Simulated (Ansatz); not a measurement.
# CH5AlOSTe: geometry optimisation

What geometry does CH5AlOSTe take? A script is to give a geometry optimisation; the system is CH5AlOSTe.

All numbers are computed with Ansatz 0.2.0 through its Python package. Level of theory: r2SCAN/def2-SVP.

### Step 1. The structure

Bond lengths: C1–S2 1.779 Å, S2–Al3 2.272 Å, Al3–O4 1.864 Å, Al3–Te5 2.606 Å, C1–H6 1.143 Å, C1–H7 1.067 Å, C1–H8 1.162 Å, O4–H9 1.029 Å, Te5–H10 1.721 Å. Angles: C1–S2–Al3 93.4°, S2–C1–H6 109.4°, S2–C1–H7 113.4°, S2–C1–H8 107.9°, H6–C1–H7 110.9°, H6–C1–H8 104.1°, H7–C1–H8 110.7°, S2–Al3–O4 120.3°, S2–Al3–Te5 120.8°, O4–Al3–Te5 118.9°, Al3–O4–H9 98.6°, Al3–Te5–H10 88.5°.

No structure file is read: the coordinates are typed or built in the script.

### Step 2. The code

File ch5aloste.py:

```python
# -*- coding: utf-8 -*-
import itertools

import ansatz as az
from ase.data import atomic_numbers, covalent_radii
import numpy as np
import pandas as pd

geometry = (
    az.Crystal.molecule()
    .atom("C", (-1.2564, 0.0638, 1.2503))
    .atom("S", (0.3663, 0.6023, 1.7437))
    .atom("Al", (1.3053, 0.0354, -0.2465))
    .atom("O", (2.0524, -1.6559, -0.4858))
    .atom("Te", (1.4355, 1.7573, -2.1979))
    .atom("H", (-2.0061, 0.3149, 2.0755))
    .atom("H", (-1.2998, -0.9717, 0.9979))
    .atom("H", (-1.5927, 0.7193, 0.3521))
    .atom("H", (1.2059, -2.1557, -0.7886))
    .atom("H", (-0.1273, 1.2391, -2.6976))
)

calc = (
    geometry.calculation()
    .basis(gaussian="def2-SVP")
    .functional("r2scan")
)
symbols = [site.symbol for site in geometry.cartesian_sites]
start = np.array([site.position_ang for site in geometry.cartesian_sites], dtype=float)
def progress(event):
    if event["event"] == "relax_step":
        row = event["data"]
        print(f"step {row['step']:3d}  E = {row['lagrangian_ev']:.6f} eV  largest force component {row['allowed_force_max_ev_ang']:.4f} eV/A")


report = calc.relax(force_tolerance=0.01, max_steps=100).session().plan().execute(on_event=progress).report
end = np.array(report["positions_ang"])

print(f"E = {report['free_energy_ev']:.6f} eV = {report['free_energy_ev'] / 27.211386246:.7f} Ha")
print("converged:", report["converged"], " doubts:", report["published_state_doubts"] or "none")

radius = [covalent_radii[atomic_numbers[s]] for s in symbols]
span = lambda where, i, j: np.linalg.norm(where[i] - where[j])
bonded = [(i, j) for i, j in itertools.combinations(range(len(symbols)), 2) if min(span(start, i, j), span(end, i, j)) < 1.2 * (radius[i] + radius[j])]
print("pair        before    after (A)")
for i, j in bonded:
    print(f"{symbols[i]}{i}-{symbols[j]}{j}".ljust(10), f"{span(start, i, j):8.4f} {span(end, i, j):8.4f}")

charges = report["charge_distribution"]
table = pd.DataFrame({"atom": symbols, "mulliken": charges["mulliken_charges_e"], "lowdin": charges["lowdin_charges_e"]})
print(table.round(3).to_string())
print("dipole (e A):", np.round(charges["dipole_moment_e_ang"], 4) + 0.0)
with open("ch5aloste_opt.xyz", "w") as handle:
    handle.write(f"{len(symbols)}\nrelaxed CH5AlOSTe\n")
    handle.writelines(f"{s:2s} {x:11.6f} {y:11.6f} {z:11.6f}\n" for s, (x, y, z) in zip(symbols, end))
```

### Step 3. What the engine is handed

The package turns the script's settings into the engine's input:

```yaml
crystal:
  periodic: [false, false, false]
  atoms:
    - { symbol: C, position_ang: [-1.2564, 0.0638, 1.2503] }
    - { symbol: S, position_ang: [0.3663, 0.6023, 1.7437] }
    - { symbol: Al, position_ang: [1.3053, 0.0354, -0.2465] }
    - { symbol: O, position_ang: [2.0524, -1.6559, -0.4858] }
    - { symbol: Te, position_ang: [1.4355, 1.7573, -2.1979] }
    - { symbol: H, position_ang: [-2.0061, 0.3149, 2.0755] }
    - { symbol: H, position_ang: [-1.2998, -0.9717, 0.9979] }
    - { symbol: H, position_ang: [-1.5927, 0.7193, 0.3521] }
    - { symbol: H, position_ang: [1.2059, -2.1557, -0.7886] }
    - { symbol: H, position_ang: [-0.1273, 1.2391, -2.6976] }
basis:
  gaussian:
    orbitals: def2-SVP
hamiltonian:
  xc: r2scan
relax:
  f_tol: 0.01
  max_steps: 100
```

### Step 4. The run

Run with:

```sh
python ch5aloste.py
```

What it wrote:

```text
step   1  E = -27885.133543 eV  largest force component 3.3177 eV/A
step   2  E = -27885.574908 eV  largest force component 1.8270 eV/A
step   3  E = -27885.718514 eV  largest force component 1.3577 eV/A
step   4  E = -27885.824182 eV  largest force component 0.2569 eV/A
step   5  E = -27885.885159 eV  largest force component 0.3769 eV/A
step   6  E = -27885.961454 eV  largest force component 0.7143 eV/A
step   7  E = -27886.049799 eV  largest force component 0.8167 eV/A
step   8  E = -27886.154828 eV  largest force component 0.8398 eV/A
step   9  E = -27886.251518 eV  largest force component 1.4295 eV/A
step  10  E = -27886.346831 eV  largest force component 0.5708 eV/A
step  11  E = -27886.401995 eV  largest force component 0.4324 eV/A
step  12  E = -27886.429779 eV  largest force component 0.2082 eV/A
step  13  E = -27886.447910 eV  largest force component 0.1613 eV/A
step  14  E = -27886.455254 eV  largest force component 0.0881 eV/A
step  15  E = -27886.434866 eV  largest force component 0.7193 eV/A
step  16  E = -27886.458389 eV  largest force component 0.0673 eV/A
step  17  E = -27886.459334 eV  largest force component 0.0677 eV/A
step  18  E = -27886.459673 eV  largest force component 0.0749 eV/A
step  19  E = -27886.459868 eV  largest force component 0.0332 eV/A
step  20  E = -27886.459879 eV  largest force component 0.0211 eV/A
step  21  E = -27886.460052 eV  largest force component 0.0090 eV/A
E = -27886.460063 eV = -1024.8085052 Ha
converged: True  doubts: none
pair        before    after (A)
C0-S1        1.7795   1.8367
C0-H5        1.1428   1.0984
C0-H6        1.0667   1.0988
C0-H7        1.1617   1.0988
S1-Al2       2.2724   2.1862
Al2-O3       1.8644   1.6989
Al2-Te4      2.6057   2.5272
O3-H8        1.0286   0.9604
Te4-H9       1.7206   1.6666
  atom  mulliken  lowdin
0    C    -0.146  -0.083
1    S    -0.364   0.181
2   Al     0.737  -0.202
3    O    -0.477   0.050
4   Te    -0.248   0.092
5    H     0.092  -0.001
6    H     0.090  -0.003
7    H     0.090  -0.003
8    H     0.205  -0.010
9    H     0.021  -0.021
dipole (e A): [-0.1813  0.0129  0.2132]
```

Run time: 3.3 min. Hardware: 1 thread of Arm Neoverse V2, shared host; peak memory 0.33 GiB.

File ch5aloste_opt.xyz afterwards:

```xyz
10
relaxed CH5AlOSTe
C    -1.387659    0.439495    1.090604
S     0.026902   -0.705326    1.339063
Al    1.156504   -0.566926   -0.527518
O     2.559632   -1.497796   -0.753519
Te    0.570149    0.905224   -2.496223
H    -1.993710    0.383785    2.004981
H    -2.008232    0.133281    0.237099
H    -1.047366    1.475578    0.955867
H     2.965628   -2.128967   -0.154258
H    -0.758748    1.510452   -1.692995
```

Lines on the test bed's own set-up are left out of the output.

A comment line of the script is reworded here; the code is as run.

### Step 5. Size and end state of the run

The report of the run holds:

```csv
item,value
SCF cycles in all,184
orbitals,115
total energy (eV),-27886.46006
```

### Step 6. The relaxation, step by step

Relaxation path:

| step | E - E(step 1) (eV) | largest force component (eV/Å) |
| --- | --- | --- |
| 1 | 0.0000 | 3.3177 |
| 2 | -0.4414 | 1.8270 |
| 3 | -0.5850 | 1.3577 |
| 4 | -0.6906 | 0.2569 |
| 5 | -0.7516 | 0.3769 |
| 6 | -0.8279 | 0.7143 |
| 7 | -0.9163 | 0.8167 |
| 8 | -1.0213 | 0.8398 |
| 9 | -1.1180 | 1.4295 |
| 10 | -1.2133 | 0.5708 |
| 11 | -1.2685 | 0.4324 |
| 12 | -1.2962 | 0.2082 |
| 13 | -1.3144 | 0.1613 |
| 14 | -1.3217 | 0.0881 |
| 15 | -1.3013 | 0.7193 |
| 16 | -1.3248 | 0.0673 |
| 17 | -1.3258 | 0.0677 |
| 18 | -1.3261 | 0.0749 |
| 19 | -1.3263 | 0.0332 |
| 20 | -1.3263 | 0.0211 |
| 21 | -1.3265 | 0.0090 |

Step 1 is the start. Step 15 was tried and not accepted.

Before: Bond lengths: C1–S2 1.779 Å, S2–Al3 2.272 Å, Al3–O4 1.864 Å, Al3–Te5 2.606 Å, C1–H6 1.143 Å, C1–H7 1.067 Å, C1–H8 1.162 Å, O4–H9 1.029 Å, Te5–H10 1.721 Å. Angles: C1–S2–Al3 93.4°, S2–C1–H6 109.4°, S2–C1–H7 113.4°, S2–C1–H8 107.9°, H6–C1–H7 110.9°, H6–C1–H8 104.1°, H7–C1–H8 110.7°, S2–Al3–O4 120.3°, S2–Al3–Te5 120.8°, O4–Al3–Te5 118.9°, Al3–O4–H9 98.6°, Al3–Te5–H10 88.5°.

After: Bond lengths: C1–S2 1.837 Å, S2–Al3 2.186 Å, Al3–O4 1.699 Å, Al3–Te5 2.527 Å, C1–H6 1.098 Å, C1–H7 1.099 Å, C1–H8 1.099 Å, O4–H9 0.960 Å, Te5–H10 1.667 Å. Angles: C1–S2–Al3 104.1°, S2–C1–H6 106.3°, S2–C1–H7 111.5°, S2–C1–H8 111.5°, H6–C1–H7 108.7°, H6–C1–H8 108.7°, H7–C1–H8 110.0°, S2–Al3–O4 120.4°, S2–Al3–Te5 125.6°, O4–Al3–Te5 114.0°, Al3–O4–H9 128.8°, Al3–Te5–H10 91.2°.

### Step 7. Results

| quantity | value |
| --- | --- |
| total energy | -27886.4601 eV |
| dipole moment | 1.35 D |
| moves of the relaxation | 19 |
| energy gained | 1.327 eV |
| last largest force component | 0.0090 eV/Å |

**Reading.** The relaxation took 19 moves; the largest shift is 1.871 Å, of atom 9 (H). So large a move can change the bonding: the results belong to the relaxed structure. Notes:
- The end point is the stationary point reached from this start; no frequency run checks that it is a minimum, and the basis set is modest.
- def2 sets replace the cores of elements past krypton by effective core potentials.
- The Löwdin charges here are taken after orthogonalising the functions within each atom; they differ from plain Löwdin charges, and their signs can be unphysical.
